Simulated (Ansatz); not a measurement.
# CH7BO2: the cost of one run

Program: Ansatz 0.2.0. Level of theory: RKS PBE/6-31G*. These are calculated values, not measurements.

## 1. The structure to begin with

Bond lengths: B1–O2 1.760 Å, O2–H3 1.010 Å, B1–C4 1.600 Å, C4–H5 1.110 Å, C4–H6 1.110 Å, C4–H7 1.110 Å, B1–O8 1.410 Å, O8–H9 1.010 Å. Angles: B1–O2–H3 109.5°, O2–B1–C4 120.0°, O2–B1–O8 120.0°, C4–B1–O8 120.0°, B1–C4–H5 109.5°, B1–C4–H6 109.5°, B1–C4–H7 109.5°, H5–C4–H6 109.4°, H5–C4–H7 109.4°, H6–C4–H7 109.4°, B1–O8–H9 109.5°.

As a file:

```xyz
11

B     0.0000    0.0000    0.0000
O     0.0000    0.0000    1.7600
H    -0.9095   -0.2814    2.0971
C     1.3856    0.0000   -0.8000
H     1.7152   -1.0462   -0.9702
H     1.2491    0.5080   -1.7774
H     2.1552    0.5381   -0.2082
O    -1.2211    0.0000   -0.7050
H    -1.7308   -0.8467   -0.4965
H     0.0668    1.4124    0.4698
H     0.0544    1.1498    1.3187
```

## 2. Pulling towards end A

Springs on the bonds that form and break draw the guess towards this end; the thresholds are loose.

The input, input.yaml:

```yaml
crystal:
  periodic: [false, false, false]
  atoms:
    - { symbol: B, position_ang: [0.0, 0.0, 0.0] }
    - { symbol: O, position_ang: [0.0, 0.0, 1.76] }
    - { symbol: H, position_ang: [-0.9095, -0.2814, 2.0971] }
    - { symbol: C, position_ang: [1.3856, 0.0, -0.8] }
    - { symbol: H, position_ang: [1.7152, -1.0462, -0.9702] }
    - { symbol: H, position_ang: [1.2491, 0.508, -1.7774] }
    - { symbol: H, position_ang: [2.1552, 0.5381, -0.2082] }
    - { symbol: O, position_ang: [-1.2211, 0.0, -0.705] }
    - { symbol: H, position_ang: [-1.7308, -0.8467, -0.4965] }
    - { symbol: H, position_ang: [0.0668, 1.4124, 0.4698] }
    - { symbol: H, position_ang: [0.0544, 1.1498, 1.3187] }
basis:
  gaussian: { orbitals: "6-31G*" }
hamiltonian:
  xc: pbe
relax:
  f_tol: 0.15
  max_steps: 25
  restrain:
    - { distance: [0, 9], at: 2.39, k: 30.0 }
    - { distance: [10, 1], at: 2.21, k: 30.0 }
    - { distance: [0, 1], at: 1.41, k: 30.0 }
    - { distance: [10, 9], at: 0.66, k: 30.0 }
```

Run with:

```
$ ansatz run input.yaml --threads 1 --pin off --max-ram 2048MiB --backend cpu --events-out ev --progress --plain --runs-dir out
```

**Question.** How long does this run take on 1 thread of Arm Neoverse V1, shared host, and how much memory does it need?

About 24 s, with a peak of 0.12 GiB.
